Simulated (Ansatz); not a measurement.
# Indium, omega (AlB2-type) under BLYP: ground state and equation of state

What does BLYP give for indium in the omega (AlB2-type) structure? We relax it, solve it on a dense k-mesh, then scale the cell to 7 volumes from 88 to 112 % of the relaxed one and try a fit of the equation of state. Spin polarisation is left out. The k-meshes are 7×7×10 for the relaxation; 9×9×12 for the dense run; 8×8×10 for the volumes.

Program: Ansatz 0.2.0. Level of theory: DFT BLYP, plane waves (420 eV) with PAW, scalar-relativistic; PAW files made under PBE, frozen cores solved again for the functional. These are calculated values, not measurements.

### 1 The structure to begin with

Symmetry: P6/mmm, No. 191, hexagonal system. The conventional cell has a = 5.286 Å, b = 5.286 Å, c = 3.241 Å, α = 90.00°, β = 90.00°, γ = 120.00°. In (site symmetry 6/mmm) has 14 In at 3.24 to 3.46 Å as nearest neighbours. Around In (site symmetry -6m2) lie 11 In at 3.05 to 3.46 Å.

Structure file:

```cif
data_structure
_symmetry_space_group_name_H-M 'P6/mmm'
_symmetry_Int_Tables_number 191
_cell_length_a 5.2865
_cell_length_b 5.2865
_cell_length_c 3.2406
_cell_angle_alpha 90.000
_cell_angle_beta 90.000
_cell_angle_gamma 120.000
_cell_volume 78.43
loop_
_atom_site_label
_atom_site_type_symbol
_atom_site_symmetry_multiplicity
_atom_site_Wyckoff_symbol
_atom_site_fract_x
_atom_site_fract_y
_atom_site_fract_z
_atom_site_occupancy
In1 In 1 a 0.00000 0.00000 0.00000 1
In2 In 2 d 0.33333 0.66667 0.50000 1
```

### 2 Relaxation of the cell

File input.yaml:

```yaml
crystal:
  lattice:
    - [5.2864609513, 0.0, 0.0]
    - [-2.6432304757, 4.57820948, 0.0]
    - [0.0, 0.0, 3.2406005632]
  atoms:
    - { symbol: In, position: [0.0, 0.0, 0.0] }
    - { symbol: In, position: [0.3333333333, 0.6666666667, 0.5] }
    - { symbol: In, position: [0.6666666667, 0.3333333333, 0.5] }
hamiltonian:
  xc: blyp
  pseudopotentials:
    kind: paw
    azcp:
      In: "pseudopotentials/In.paw.azcp"
basis:
  ecutwfc: 420
  fft_grid_basis: typed
kpoints:
  mp_grid: { grid: [7, 7, 10], shift: [0, 0, 0] }
magnetization:
  spin_polarized: false
scf:
  occupations: { method: fermi_dirac, width: 0.1 }
relax:
  max_steps: 60
  f_tol: 0.01
  cell: {}
output:
  write_density: true
  write_potential: true
  elf: true
  volumetric_format: npy
```

After this run come: Single point on a dense mesh; The cell scaled to 88 % of its volume; The cell scaled to 92 % of its volume; The cell scaled to 96 % of its volume; The cell scaled to 100 % of its volume; The cell scaled to 104 % of its volume; The cell scaled to 108 % of its volume; The cell scaled to 112 % of its volume.

Before running it: what results should come out? Wanted: space group; conventional cell; volume; shortest distance; gap on the mesh; relative to body-centred tetragonal; V₀, B₀, B₀′.

As calculated:

| quantity | value |
| --- | --- |
| space group (spins left aside) | P6/mmm (No. 191) |
| conventional cell | a = 5.586 Å, c = 3.495 Å (c/a = 0.626) |
| volume | 31.488 Å³/atom |
| shortest distance | 3.225 Å |
| gap on the mesh | none (levels filled in part) |
| relative to body-centred tetragonal | +10 meV/atom |
| V₀, B₀, B₀′ | 31.671 Å³/atom, 21 GPa, 5.2 |

The relaxation enlarged the cell by 20.4 % in volume. Against the reference form of indium (body-centred tetragonal, computed apart with the same settings) it stands 10 meV/atom higher. Levels at the Fermi energy are filled in part, as in a metal. B₀ comes out at 21 GPa; letting shape and positions relax at each volume could only lower it. The symmetry was held, so the structure may be unstable against distortions that break it.
